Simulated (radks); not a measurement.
# Ionisation of Ru: one atom, several choices of exchange strength α

One table from this session's results is given with a row withheld; the runs are named, their logs left out.

The numbers are computed with radks (a radial shooting solver on a logarithmic mesh, Libxc functionals) version 1 (Dirac Kohn-Sham, spin-unpolarised, spherical densities, finite nucleus; open shells fill j = l - 1/2 first), except any that are marked as measured or tabulated.

### Starting point

```
element       : ruthenium (Z = 44)
charge        : 0
electrons     : 44
configuration : [Kr] 4d7 5s1
ion           : Ru⁺, [Kr] 4d7
choices       : α = 0.667; α = 0.714; α = 0.719; α = 0.761; α = 0.793; α = 0.984
```

The first run:

The run's settings:

```text
Z 44
configuration [Kr] 4d7 5s1
relativity Dirac
functional xalpha 0.667
spin unpolarised
j_filling energy
nucleus finite rms 4.4809 fm
c 137.035999084
```

Steps of the session up to this table: α = 0.667: Ru.

One of the session's tables, all rows but one given; the rest of the session is left out.

Sizes of the orbitals, from the radial functions (bohr):

```
level     <r>  outermost maximum (interpolated)  90 % within  nodes
3d3/2  0.3825                             0.299        0.610      0
3d5/2  0.3860                             0.302        0.615      0
4s1/2   1.018                             0.913         1.48      3
4p1/2   1.107                             0.964         1.64      2
4p3/2   1.139                             0.990         1.69      2
4d3/2       ?                                 ?            ?      ?
4d5/2   1.742                              1.22         2.89      1
5s1/2   3.435                              2.75         5.25      4
```

Q: Estimate the row for 4d3/2 from the others.

The run gave: <r>: 1.711; outermost maximum (interpolated): 1.21; 90 % within: 2.83; nodes: 1. In the column «<r>» it lies between 4p3/2 (1.139) and 4d5/2 (1.742).

To keep in mind: Spin polarisation and multiplet splitting are left out, so open shells lie too high by an amount that depends on their filling.
